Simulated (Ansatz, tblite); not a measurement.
# The cluster Hg4O5: a ladder of methods and basis sets

One table from this session's results is given with a row withheld; the runs are named, their logs left out.

Program: Ansatz 0.2.0, Gaussian basis. Level of theory: as each input shows. These are calculated values, not measurements.

The runs, in order: GFN1-xTB, GFN2-xTB, PBE-D4/def2-TZVP, r2SCAN-D4/def2-TZVP, ωB97X-V/def2-TZVP, B97M-V/def2-TZVP, r2SCANh-D4/def2-TZVP, PBE-D4/def2-SVP, PBE0-D4/def2-SVP, MP2/def2-TZVP, RPA/def2-TZVP.

3 further runs of the same task are left out: 3 set aside as unsound or not needed.

## The geometry

The geometry is that of the singlet, from an earlier relaxation (B3LYP-D4/def2-SVP). At that level it is the lowest of the isomers that a small search found.

9 atoms, charge 0, spin multiplicity 1.

Bond lengths: Hg1–O6 2.052 Å, Hg1–O8 2.051 Å, Hg2–O5 2.061 Å, Hg2–O8 2.030 Å, Hg3–O6 2.030 Å, Hg3–O9 2.060 Å, O5–O7 1.408 Å, O7–O9 1.407 Å. Angles: O6–Hg1–O8 154.1°, O5–Hg2–O8 169.9°, O6–Hg3–O9 169.8°, Hg2–O5–O7 109.0°, Hg1–O6–Hg3 96.2°, O5–O7–O9 110.6°, Hg1–O8–Hg2 96.1°, Hg3–O9–O7 109.0°.

Hg takes a core potential in the def2 sets. No spin-orbit coupling is included.

PBE0-D4/def2-TZVP was run before; its log isn't repeated, and its numbers join the tables.

The first run:

Tight binding, by tblite at 300 K electronic temperature and without a spin-polarisation term:

```python
tblite.interface.Calculator('GFN1-xTB', numbers, positions, charge=0, uhf=0).singlepoint()
```

Tight binding, by tblite at 300 K electronic temperature and without a spin-polarisation term:

```python
tblite.interface.Calculator('GFN2-xTB', numbers, positions, charge=0, uhf=0).singlepoint()
```

start.molden holds the orbitals of an earlier run on this state, given as this run's starting guess.

The input, in.yaml:

```yaml
crystal:
  periodic: [false, false, false]
  atoms:
    - {symbol: Hg, position_ang: [1.705117, 0.499637, -0.231211]}
    - {symbol: Hg, position_ang: [-0.720142, 0.743445, 1.578023]}
    - {symbol: Hg, position_ang: [-0.507696, -1.300345, -1.274796]}
    - {symbol: Hg, position_ang: [4.723366, 1.564607, -0.756666]}
    - {symbol: O, position_ang: [-2.519103, -0.248471, 1.414664]}
    - {symbol: O, position_ang: [1.396229, -0.809126, -1.780574]}
    - {symbol: O, position_ang: [-2.851920, -0.373365, 0.052475]}
    - {symbol: O, position_ang: [1.152732, 1.517627, 1.461348]}
    - {symbol: O, position_ang: [-2.378594, -1.594018, -0.463253]}
basis:
  gaussian: {orbitals: def2-TZVP, initial_orbitals: start.molden}
hamiltonian: {xc: pbe, dispersion: d4}
scf: {omitted_lower_state_checks: [starts]}
output: {forces: true, orbitals: {seedname: orbitals}}
```

On the command line:

```bash
> ansatz run in.yaml --threads 4 --pin off --events-out ev --progress --plain --max-ram 4787MiB
```

Among the steps run: PBE-D4/def2-TZVP; r2SCAN-D4/def2-TZVP; ωB97X-V/def2-TZVP; B97M-V/def2-TZVP; r2SCANh-D4/def2-TZVP; PBE-D4/def2-SVP; PBE0-D4/def2-SVP; MP2/def2-TZVP; RPA/def2-TZVP.

One of the session's tables, all rows but one given; the rest of the session is left out.

It belongs to the step «Binding energy». 

```
               level  binding an atom (eV)
        HF/def2-TZVP                -0.241
     PBE-D4/def2-SVP                 1.700
    PBE-D4/def2-TZVP                 1.725
 r2SCAN-D4/def2-TZVP                 1.540
    B97M-V/def2-TZVP                 1.472
r2SCANh-D4/def2-TZVP                 1.410
    PBE0-D4/def2-SVP                 1.328
   PBE0-D4/def2-TZVP                 1.382
   ωB97X-V/def2-TZVP                 1.447
       RPA/def2-TZVP                 1.169
       MP2/def2-TZVP                     ?
```

**Question.** Estimate the row for MP2/def2-TZVP.

**Answer.** binding an atom (eV): 1.453. In the column «binding an atom (eV)» it lies between ωB97X-V/def2-TZVP (1.447) and B97M-V/def2-TZVP (1.472).

To keep in mind: Free atoms were run apart at each level; binding is atoms less cluster, divided by the number of atoms, without zero-point or spin-orbit terms.
